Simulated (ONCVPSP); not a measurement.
# Antimony: generating and testing an ONCV potential

Task: generate the file, and judge it by its errors in other configurations, its logarithmic derivatives, its ghosts and its cutoff.

Program: ONCVPSP 4.0.1. Reference atom: PBE, scalar-relativistic, spherical and spin-unpolarised. All values are calculated.

## Step 1: Starting point

Typed settings, in words:

```json
{"element": "antimony (Sb, Z = 51)", "type": "optimised norm-conserving Vanderbilt (ONCV)", "frozen core": "[Kr]", "valence charge": "15", "reference configuration": "4d10 5s2 5p2.75 (charge +0.25)", "partial waves": "5s: rc 2.05 bohr, ncon 4, nbas 7, qcut 3.1 1/bohr, 2 projectors, debl 1.2 Ha; 5p: rc 2.30 bohr, ncon 3, nbas 6, qcut 3.6 1/bohr, 2 projectors, debl 2.5 Ha; 4d: rc 0.90 bohr, ncon 3, nbas 8, qcut 11.3 1/bohr, local", "local potential": "the d channel", "core correction": "Teter function, fcfact 4.75, rcfact 1.35"}
```

An earlier all-electron run gives the scale for the radii.

All-electron outer shells of the reference configuration (PBE, scalar-relativistic, ld1.x):

```csv
shell,level (eV),outermost node (bohr),outermost maximum (bohr)
4s,-150.81,0.39,0.73
4p,-103.77,0.39,0.76
4d,-35.48,0.38,0.84
5s,-14.67,0.95,1.90
5p,-6.51,1.04,2.32
```

## Step 2: Generation

Sb.dat reads:

```
# ATOM AND REFERENCE CONFIGURATION
# atsym  z   nc   nv     iexc    psfile
  Sb 51.00    8    3        4      upf
#
#   n    l    f
    1    0    2.00
    2    0    2.00
    2    1    6.00
    3    0    2.00
    3    1    6.00
    3    2   10.00
    4    0    2.00
    4    1    6.00
    4    2   10.00
    5    0    2.00
    5    1    2.75
#
# PSEUDOPOTENTIAL AND OPTIMIZATION
# lmax
    2
#
#   l,   rc,      ep,       ncon, nbas, qcut
    0    2.05    0.00    4    7    3.10
    1    2.30    0.00    3    6    3.60
    2    0.90    0.00    3    8   11.30
#
# LOCAL POTENTIAL
# lloc, lpopt,  rc(5),   dvloc0
    2    5    0.90    0.00
#
# VANDERBILT-KLEINMAN-BYLANDER PROJECTORs
# l, nproj, debl
    0    2    1.20
    1    2    2.50
    2    0    1.30
#
# MODEL CORE CHARGE
# icmod, fcfact, rcfact
    3    4.75    1.35
#
# LOG DERIVATIVE ANALYSIS
# epsh1, epsh2, depsh
   -3.00    5.00    0.02
#
# OUTPUT GRID
# rlmax, drl
    6.00    0.01
#
# TEST CONFIGURATIONS
# ncnf
    4
# nvcnf
#   n    l    f
    3
    4    2   10.00
    5    0    2.00
    5    1    3.00
#
    3
    4    2   10.00
    5    0    2.00
    5    1    2.00
#
    3
    4    2   10.00
    5    0    2.00
    5    1    1.00
#
    3
    4    2   10.00
    5    0    1.00
    5    1    4.00
#
```

The run is started by

```console
$ oncvpsp.x < Sb.dat > Sb.out
```

Q: Predict the outcome of this session. Wanted: cutoffs for 1 and 0.1 mHa per electron, occupied waves; bound ghosts; GHOST(+) flags; largest test error; largest phase difference near zero energy, channels read; rms error of d²Exc/dn², without and with the model core.

**Answer**, as computed:

| quantity | value |
| --- | --- |
| cutoffs for 1 and 0.1 mHa per electron, occupied waves | 50 Ha and 59 Ha |
| bound ghosts | s at -172.61 eV |
| GHOST(+) flags | p at 1 eV |
| largest test error (AE − PS) | -0.7 meV, for 4d10 5s2 5p2 (1 test unsolved) |
| largest phase difference near zero energy, channels read | 0.009 rad |
| rms error of d²Exc/dn², without and with the model core | 4.68 and 1.00 mHa |

In words: A bound ghost (s) makes it unfit for use: electrons can fall into a state that the atom doesn't have. The worst unpolarised test, 4d10 5s2 5p2, is off by 0.7 meV on 6.9 eV; by total energies transferability rates as very good where solved. Atomic tests can pass in spite of a ghost, since they solve only for the levels asked. Of the tests 1 gave no usable energy difference, which is a warning in itself. By its cutoff, 50 Ha for the looser tolerance, it is hard. At the looser tolerance the 4d wave is the slowest; 5s needs 19 Ha. Near zero energy the phases of the channels with partial waves agree within 0.009 rad. The program also flags highly localised states, GHOST(+) (p). All of this concerns the isolated atom, not yet a solid.
